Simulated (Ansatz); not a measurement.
# C₂H₅BF radical: basis-set convergence

How large a basis does C₂H₅BF radical need? Two functionals are run in growing sets.

Program: Ansatz 0.2.0, Gaussian basis. Level of theory: one geometry, several basis sets. These are calculated values, not measurements.

The runs, in order: PBE0-D4/def2-SVP; ωB97M-V/def2-SVP; PBE0-D4/def2-QZVPP; ωB97M-V/def2-QZVPP; the functionals' def2-TZVPP values are taken from earlier runs.

## Step 1: The relaxed structure

The geometry comes from an earlier relaxation with PBE0-D4 in a triple-zeta def2 set; it is a stationary point, not always the lowest conformer.

SMILES `[CH2]B(C)F`, 9 atoms, charge 0, spin multiplicity 2.

Atoms are counted from 1 here; the program's logs count them from 0.

Bond lengths: C1–B2 1.535 Å, C1–H5 1.086 Å, C1–H6 1.085 Å, B2–C3 1.563 Å, B2–F4 1.342 Å, C3–H7 1.091 Å, C3–H8 1.096 Å, C3–H9 1.095 Å. Angles: B2–C1–H5 122.2°, B2–C1–H6 122.7°, H5–C1–H6 115.1°, C1–B2–C3 125.8°, C1–B2–F4 116.8°, C3–B2–F4 117.4°, B2–C3–H7 114.0°, B2–C3–H8 109.9°, B2–C3–H9 110.2°, H7–C3–H8 108.3°, H7–C3–H9 108.5°, H8–C3–H9 105.7°.

As a file:

```
atom     x (Å)     y (Å)     z (Å)
  C1  -0.60448   1.14550  -0.83375
  B2   0.20174  -0.11537  -0.49218
  C3   0.32412  -0.76542   0.92393
  F4   0.85908  -0.70540  -1.50231
  H5  -0.64796   1.55031  -1.84098
  H6  -1.17131   1.69805  -0.09121
  H7  -0.25023  -0.25385   1.69702
  H8   1.37487  -0.78802   1.23442
  H9   0.00278  -1.81211   0.88795
```

## Step 2: PBE0-D4 in def2-SVP

Contents of in.yaml:

```yaml
crystal:
  periodic: [false, false, false]
  atoms:
    - {symbol: C, position_ang: [-0.604479, 1.145499, -0.833749]}
    - {symbol: B, position_ang: [0.201742, -0.115374, -0.492177]}
    - {symbol: C, position_ang: [0.324116, -0.765418, 0.923930]}
    - {symbol: F, position_ang: [0.859077, -0.705397, -1.502308]}
    - {symbol: H, position_ang: [-0.647960, 1.550309, -1.840976]}
    - {symbol: H, position_ang: [-1.171313, 1.698053, -0.091209]}
    - {symbol: H, position_ang: [-0.250231, -0.253848, 1.697020]}
    - {symbol: H, position_ang: [1.374865, -0.788019, 1.234420]}
    - {symbol: H, position_ang: [0.002781, -1.812107, 0.887951]}
basis:
  gaussian: {orbitals: def2-SVP}
magnetization: {spin_polarized: true, initial_magnetization: 1}
hamiltonian: {xc: pbe0, dispersion: d4}
output: {orbitals: {seedname: orbitals}}
```

On the command line:

```
$ ansatz run in.yaml --threads 4 --pin off --events-out ev --progress --plain --max-ram 10444MiB
```

Further steps of the session: ωB97M-V in def2-SVP; PBE0-D4 in def2-QZVPP; ωB97M-V in def2-QZVPP.

Q: Predict the results of all the runs planned. Wanted: PBE0-D4: double and triple zeta above quadruple; ωB97M-V: double and triple zeta above quadruple.

As calculated:

| quantity | value |
| --- | --- |
| PBE0-D4: double and triple zeta above quadruple | 6.71, 0.31 eV |
| ωB97M-V: double and triple zeta above quadruple | 6.94, 0.29 eV |

For PBE0-D4 the step from double to triple zeta gains 6.40 eV and the next only 0.31 eV. These are total energies; as a rule much of such shifts cancels in differences, which this series doesn't test.
